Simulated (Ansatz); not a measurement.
# CH₆OSiZn: one species, many methods

One table from this session's results is given with a row withheld; the runs are named, their logs left out.

Program: Ansatz 0.2.0, Gaussian basis. Level of theory: functionals in def2-TZVPP, the program's frozen cores in correlated methods. These are calculated values, not measurements.

The runs, in order: LDA (SPW92), PBE-D4, revPBE-D4, BLYP-D4, r2SCAN-D4, B97M-V, PBE0-D4, B3LYP-D4, r2SCANh-D4, r2SCAN0-D4, HSE06-D4, BHLYP-D4, CAM-B3LYP-D4, LC-ωPBE, ωB97X-V, ωB97M-V, B2PLYP, PBE-QIDH; CCSD(T)/def2-SVP; CCSD(T)/def2-TZVPP; MP2/def2-QZVPP; extrapolation to the limit; RPA on PBE.

## The geometry

The geometry comes from an earlier relaxation with PBE0-D4 in a triple-zeta def2 set; it is a stationary point, not always the lowest conformer.

SMILES `[SiH3]O[CH2][ZnH]`, 10 atoms, charge 0, spin multiplicity 1.

Atoms are counted from 1 here; the program's logs count them from 0.

Bond lengths: Si1–O2 1.644 Å, Si1–H5 1.482 Å, Si1–H6 1.491 Å, Si1–H7 1.491 Å, O2–C3 1.436 Å, C3–Zn4 1.967 Å, C3–H8 1.099 Å, C3–H9 1.099 Å, Zn4–H10 1.542 Å. Angles: O2–Si1–H5 106.9°, O2–Si1–H6 110.8°, O2–Si1–H7 110.8°, H5–Si1–H6 110.2°, H5–Si1–H7 110.2°, H6–Si1–H7 107.9°, Si1–O2–C3 119.6°, O2–C3–Zn4 107.3°, O2–C3–H8 110.1°, O2–C3–H9 110.1°, Zn4–C3–H8 111.5°, Zn4–C3–H9 111.5°, H8–C3–H9 106.4°, C3–Zn4–H10 178.5°.

Coordinates:

```mol
CH6OSiZn
  3D, bonds by distance, orders not assigned

 10  9  0  0  0  0  0  0  0  0999 V2000
    0.0870    1.7724   -0.0835 Si  0  0
    0.2058    0.2010   -0.5511 O   0  0
   -0.1493   -0.8419    0.3694 C   0  0
    0.1380   -2.5560   -0.5506 Zn  0  0
    0.5171    2.5989   -1.2365 H   0  0
    0.9574    2.0404    1.0965 H   0  0
   -1.3150    2.1071    0.2965 H   0  0
   -1.1948   -0.7256    0.6865 H   0  0
    0.4617   -0.7668    1.2794 H   0  0
    0.3755   -3.8806   -1.3036 H   0  0
  1  2  8  0
  2  3  8  0
  3  4  8  0
  1  5  8  0
  1  6  8  0
  1  7  8  0
  3  8  8  0
  3  9  8  0
  4 10  8  0
M  END
```

Set-up of the first run:

File in.yaml:

```yaml
crystal:
  periodic: [false, false, false]
  atoms:
    - {symbol: Si, position_ang: [0.086956, 1.772440, -0.083477]}
    - {symbol: O, position_ang: [0.205784, 0.200958, -0.551080]}
    - {symbol: C, position_ang: [-0.149337, -0.841864, 0.369363]}
    - {symbol: Zn, position_ang: [0.137973, -2.556034, -0.550584]}
    - {symbol: H, position_ang: [0.517131, 2.598876, -1.236475]}
    - {symbol: H, position_ang: [0.957386, 2.040385, 1.096542]}
    - {symbol: H, position_ang: [-1.315003, 2.107068, 0.296548]}
    - {symbol: H, position_ang: [-1.194823, -0.725623, 0.686484]}
    - {symbol: H, position_ang: [0.461726, -0.766837, 1.279422]}
    - {symbol: H, position_ang: [0.375507, -3.880568, -1.303643]}
basis:
  gaussian: {orbitals: def2-TZVPP}
hamiltonian: {xc: lda}
output: {orbitals: {seedname: orbitals}}
```

Among the steps run: LDA; PBE-D4 (GGA); revPBE-D4 (GGA); BLYP-D4 (GGA); r2SCAN-D4 (meta-GGA); B97M-V (meta-GGA); PBE0-D4 (hybrid); B3LYP-D4 (hybrid); r2SCANh-D4 (hybrid); r2SCAN0-D4 (hybrid); HSE06-D4 (hybrid); BHLYP-D4 (hybrid); CAM-B3LYP-D4 (range-separated); LC-ωPBE (range-separated); ωB97X-V (range-separated); ωB97M-V (range-separated); B2PLYP (double hybrid); PBE-QIDH (double hybrid).

One table of the session follows, with a row left open; its other results are not shown here.

It belongs to the step «Orbital energies across the functionals». 

| functional | HOMO (eV) | gap (eV) |
| --- | --- | --- |
| LDA (SPW92) | -6.14 | 4.50 |
| PBE-D4 | ? | ? |
| revPBE-D4 | -5.93 | 4.60 |
| BLYP-D4 | -5.89 | 4.52 |
| r2SCAN-D4 | -6.21 | 5.16 |
| B97M-V | -6.33 | 4.97 |
| PBE0-D4 | -7.18 | 6.54 |
| B3LYP-D4 | -6.99 | 6.09 |
| r2SCANh-D4 | -6.66 | 5.88 |
| r2SCAN0-D4 | -7.34 | 6.94 |
| HSE06-D4 | -6.78 | 5.79 |
| BHLYP-D4 | -8.31 | 8.32 |
| CAM-B3LYP-D4 | -8.56 | 8.69 |
| LC-ωPBE | -9.91 | 11.16 |
| ωB97X-V | -9.54 | 10.64 |
| ωB97M-V | -9.42 | 10.16 |

Estimate the missing values for PBE-D4.

**Answer.** HOMO (eV): -5.99; gap (eV): 4.57. In the column «HOMO (eV)» it lies between LDA (SPW92) (-6.14) and revPBE-D4 (-5.93).
